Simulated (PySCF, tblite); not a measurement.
# Al3H6N3S, a small molecule taken as a stand-in for a surface group (aluminium nitride ring): NMR shifts, core binding energies and electronic excitations

Aim: the NMR shifts, core binding energies and electronic excitations of `[SH][Al]1[NH][AlH][NH][AlH][NH]1`.

Computed with tblite 0.8.0 and PySCF 2.14.0; each step states its level. No surroundings beyond the atoms listed, unless a continuum is named. Atoms count from 0, parts from 1.

## 1. The system as given

13 atoms, charge 0, multiplicity 1; geometry: distance geometry start.

## 2. Relaxing the cluster with GFN2-xTB

Job settings and geometry (Å):

```
{"job": {"kind": "relax", "xc": "GFN2-xTB", "basis": "xTB"}, "charge": 0, "multiplicity": 1}
N     -1.277935     1.231435     0.671162
Al    -0.441085     2.171765    -0.803420
N      1.239745     1.448760    -1.358324
Al     2.013318     0.115922    -0.244844
N      0.816216    -1.209810     0.405611
Al    -0.982449    -0.640014     0.748373
S     -2.618260    -1.950842    -0.105847
H     -1.304054     1.737806     1.570861
H     -1.381900     2.667338    -1.879565
H      1.878958     2.130517    -1.784218
H      3.400024    -0.390953    -0.674778
H      0.909131    -2.165957     0.035500
H     -3.470451    -1.577547    -1.097116
```

Level: GFN2-xTB geometry optimisation, gas phase.

On the command line:

```bash
OMP_NUM_THREADS=1 python cluster_run.py task.json out
```

One launch serves the whole session: the jobs run in the order shown.

**Question.** The jobs that follow are: PBE0-D3(BJ)/def2-SVP geometry optimisation, gas phase; GIAO PBE0/pcSseg-1 NMR shielding, non-relativistic, gas phase; delta-SCF UKS SCAN, pcX-2 on the ionised atom, pcseg-1 elsewhere, spin-free X2C; TDDFT CAM-B3LYP/def2-SVPD, vertical, gas phase, core orbitals frozen in the response. Predict: point group; rotational constants (main isotopes); $^{1}$H shifts against TMS (PBE0/pcSseg-1); $^{15}$N shifts against NH3 (PBE0/pcSseg-1); $^{27}$Al shifts against AlH4- (PBE0/pcSseg-1); $^{33}$S shifts against CS2 (PBE0/pcSseg-1); potential on the surface of density 0.002 e/bohr³, 1st and 99th percentile; N1s binding energies, SCAN/pcX-2 (standing for 2 of 3 atoms); Al2p binding energies, SCAN/pcX-2 (standing for 2 of 3 atoms); S2p binding energies, SCAN/pcX-2; lowest singlet (CAM-B3LYP/def2-SVPD); brightest single state of those computed; lowest triplet; vertical ionisation energy (ΔSCF); vertical electron affinity (ΔSCF).

**Answer**, as computed:

```
                                                                  quantity                                             value
                                                               point group                                                Cs
                                      rotational constants (main isotopes)                              2.17, 0.78, 0.58 GHz
                                $^{1}$H shifts against TMS (PBE0/pcSseg-1)           4.51, 4.49, 1.53, 1.24, 0.85, -0.06 ppm
                               $^{15}$N shifts against NH3 (PBE0/pcSseg-1)                              61.2, 51.0, 50.2 ppm
                            $^{27}$Al shifts against AlH4- (PBE0/pcSseg-1)                           102.8, 102.6, 102.3 ppm
                               $^{33}$S shifts against CS2 (PBE0/pcSseg-1)                                          -279 ppm
potential on the surface of density 0.002 e/bohr³, 1st and 99th percentile                                -1.00 V and 2.21 V
              N1s binding energies, SCAN/pcX-2 (standing for 2 of 3 atoms)                           N0 403.36, N4 403.28 eV
             Al2p binding energies, SCAN/pcX-2 (standing for 2 of 3 atoms)                           Al5 80.07, Al1 79.93 eV
                                          S2p binding energies, SCAN/pcX-2                                      S6 169.25 eV
                                      lowest singlet (CAM-B3LYP/def2-SVPD)                       5.64 eV (220 nm), f = 0.009
                                  brightest single state of those computed                       state 6, 6.71 eV, f = 0.179
                                                            lowest triplet                                           5.39 eV
                                         vertical ionisation energy (ΔSCF)                                           9.28 eV
                                         vertical electron affinity (ΔSCF)  -0.39 eV (unbound: the value hangs on the basis)
```

In words: The start of the PBE0/def2-SVP relaxation was shaken at random by about 0.01 Å, so part of the energy gained, and of the first lengths quoted, undoes that. Over 6 steps the energy fell by 0.168 eV; of the close pairs, Al3–H10 changed most, 1.483 to 1.585 Å (PBE0/def2-SVP). No frequency check was run at this level, so the end point may be a saddle. At PBE0/pcSseg-1: The widest tensor belongs to S6: span 173 ppm, with a paramagnetic part of -283 ppm. At PBE0/pcSseg-1, counted by nearest atom on the grid, the HOMO lies on S6 43 %; N2 19 %, the LUMO on Al5 19 %; N0, N4 about 9 % each. At SCAN/pcX-2: the N1s levels computed lie within 0.08 eV of one another, too close to rank. Only 2 of the 3 N atoms are covered by sound results. At SCAN/pcX-2: Al5 (aluminium bonded to 2 N, S) binds its Al2p electron 0.14 eV more tightly than Al1 (aluminium bonded to 2 N, H). Only 2 of the 3 Al atoms are covered by sound results. The lowest singlet, at 5.64 eV, is HOMO→LUMO 0.84 and is weak; of the 6 states computed, the strongest absorption comes from state 6 at 6.71 eV (the last computed, so partners may be missing). The lowest triplet lies 0.26 eV below the lowest singlet (triplets in Tamm-Dancoff, singlets in full TDDFT). The orbital energy would give 8.59 eV for ionisation, ΔSCF gives 9.28 eV. A capped cluster stands for the solid here, so long-range fields and strain are missing, and bands or shifts of the capping hydrogens have no counterpart in it.
